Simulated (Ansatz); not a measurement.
# CH6N2OSn: the cost of one run

Method: RKS LDA/def2-SVP, in Ansatz 0.2.0.

## Step 1: The starting structure

Bond lengths: N1–C2 1.424 Å, C2–N3 1.425 Å, C2–Sn4 2.092 Å, N3–Sn4 2.107 Å, Sn4–O5 2.055 Å, N1–H6 1.099 Å, N1–H7 1.063 Å, C2–H8 1.154 Å, N3–H9 1.030 Å, Sn4–H10 1.695 Å, O5–H11 0.998 Å. Angles (14 of 19 angles, heavy atoms first): N1–C2–N3 111.6°, N1–C2–Sn4 118.9°, N3–C2–Sn4 70.7°, C2–N3–Sn4 69.6°, C2–Sn4–N3 39.7°, C2–Sn4–O5 112.4°, N3–Sn4–O5 105.3°, N1–C2–H8 115.8°, N3–C2–H8 114.2°, Sn4–C2–H8 117.2°, C2–N1–H6 107.4°, C2–N1–H7 109.5°, C2–N3–H9 110.3°, Sn4–N3–H9 111.7°.

Structure file:

```xyz
11

N    -0.0836    0.6562    1.6007
C     0.8820    0.2610    0.6310
N     0.7403   -1.1125    0.2799
Sn    0.3016    0.1167   -1.3742
O    -1.7392    0.0179   -1.5950
H    -0.0152    1.7483    1.7074
H    -1.0594    0.5618    1.1894
H     1.9693    0.5854    0.8440
H    -0.1151   -1.5024    0.7018
H     1.1773   -0.4965   -2.6894
H    -1.9926   -0.8928   -1.2750
```

## Step 2: Relaxing end A

File input.yaml:

```yaml
crystal:
  periodic: [false, false, false]
  atoms:
    - { symbol: "N", position_ang: [-0.0836, 0.6562, 1.6007] }
    - { symbol: C, position_ang: [0.882, 0.261, 0.631] }
    - { symbol: "N", position_ang: [0.7403, -1.1125, 0.2799] }
    - { symbol: Sn, position_ang: [0.3016, 0.1167, -1.3742] }
    - { symbol: O, position_ang: [-1.7392, 0.0179, -1.595] }
    - { symbol: H, position_ang: [-0.0152, 1.7483, 1.7074] }
    - { symbol: H, position_ang: [-1.0594, 0.5618, 1.1894] }
    - { symbol: H, position_ang: [1.9693, 0.5854, 0.844] }
    - { symbol: H, position_ang: [-0.1151, -1.5024, 0.7018] }
    - { symbol: H, position_ang: [1.1773, -0.4965, -2.6894] }
    - { symbol: H, position_ang: [-1.9926, -0.8928, -1.275] }
basis:
  gaussian: { orbitals: def2-SVP }
hamiltonian:
  xc: lda
relax:
  f_tol: 0.02
  max_steps: 50
```

Started as:

```
$ ansatz run input.yaml --threads 2 --pin off --max-ram 3072MiB --backend cpu --events-out ev --progress --plain --runs-dir out
```

**Question.** How long does this run take on 2 threads of Intel Xeon 6975P-C (Granite Rapids), shared host, and how much memory does it need?

About 17 s, with a peak of 0.18 GiB.
